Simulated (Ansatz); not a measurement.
# BFGeH4O: the cost of one run

Method: RKS PBE-D4/def2-SVP, in Ansatz 0.2.0.

## (1) The system as given

Bond lengths: O1–B2 1.446 Å, B2–F3 1.425 Å, B2–Ge4 1.940 Å, O1–H5 1.024 Å, Ge4–H6 1.580 Å, Ge4–H7 1.560 Å, Ge4–H8 1.554 Å. Angles: O1–B2–F3 118.3°, O1–B2–Ge4 122.3°, F3–B2–Ge4 119.4°, B2–O1–H5 104.3°, B2–Ge4–H6 112.0°, B2–Ge4–H7 111.2°, B2–Ge4–H8 110.5°, H6–Ge4–H7 107.1°, H6–Ge4–H8 108.0°, H7–Ge4–H8 107.8°.

As a file:

```xyz
8

O     1.6143    1.1321   -0.0032
B     0.9169   -0.1317    0.0804
F     1.6889   -1.3287    0.1017
Ge   -1.0172   -0.2448    0.1729
H     1.6377    1.3425   -1.0054
H    -1.5969    0.5261    1.4245
H    -1.6798    0.3748   -1.0960
H    -1.4717   -1.7274    0.2693
```

## (2) Relaxing end A

input.yaml reads:

```yaml
crystal:
  periodic: [false, false, false]
  atoms:
    - { symbol: O, position_ang: [1.6143, 1.1321, -0.0032] }
    - { symbol: B, position_ang: [0.9169, -0.1317, 0.0804] }
    - { symbol: F, position_ang: [1.6889, -1.3287, 0.1017] }
    - { symbol: Ge, position_ang: [-1.0172, -0.2448, 0.1729] }
    - { symbol: H, position_ang: [1.6377, 1.3425, -1.0054] }
    - { symbol: H, position_ang: [-1.5969, 0.5261, 1.4245] }
    - { symbol: H, position_ang: [-1.6798, 0.3748, -1.096] }
    - { symbol: H, position_ang: [-1.4717, -1.7274, 0.2693] }
basis:
  gaussian: { orbitals: def2-SVP }
hamiltonian:
  xc: pbe
  dispersion: d4
relax:
  f_tol: 0.02
  max_steps: 50
```

Started as:

```console
> ansatz run input.yaml --threads 2 --pin off --max-ram 3072MiB --backend cpu --events-out ev --progress --plain --runs-dir out
```

Q: Estimate wall time and peak memory on 2 threads of Arm Neoverse V1, shared host.

About 27 s, with a peak of 0.15 GiB.
